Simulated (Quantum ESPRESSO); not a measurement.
# InSb3 under changes of volume

One of the cells (27.758 Å³/atom); the others are scaled copies at fixed shape and fractional positions:

```
Sb In
1.0
     4.80637    0.00000    0.00000
     0.00000    4.80637    0.00000
     0.00000    0.00000    4.80637
Sb In
3 1
Direct
  0.50000 0.50000 0.00000
  0.00000 0.50000 0.50000
  0.50000 0.00000 0.50000
  0.00000 0.00000 0.00000
```

The cell comes from a database or a generator and needn't be the stable form of this composition.

* Program: Quantum ESPRESSO 7.5
* Functional: r2SCAN
* Potentials or basis: SG15 PBE 1.2
* Cutoff: 952 eV
* Density cutoff: 3810 eV
* k mesh: 3 × 3 × 3
* Occupations: fermi-dirac, width 0.05 eV
* Spin: no spin polarisation

```csv
volume (Å³/atom),energy over the lowest point (meV/atom),pressure (GPa)
26.093,?,?
26.648,0.00,-0.2
27.203,2.54,-1.4
27.758,8.77,-2.4
28.313,18.36,-3.3
28.868,30.93,-4.1
29.424,46.17,-4.8
```

Q: What does the run at 26.093 Å³/atom give?

A: Energy over the lowest point 1.63 meV/atom; pressure 1.1 GPa.

Worked out: A Birch-Murnaghan fit of order 3 (a polynomial in V^(-2/3)) to the other rows has its minimum at 26.58 Å³/atom, just outside them, with B0 = V·E''(V) = 58 GPa and B' = 4.4. It gives 1.65 meV/atom at 26.093 Å³/atom, against the run's 1.63, and -dE/dV = 1.1 GPa, against 1.1.

Energies are extrapolated to zero smearing.

Caveats: all runs use coarse meshes; the potentials were made for another functional, which shifts forces and pressure.
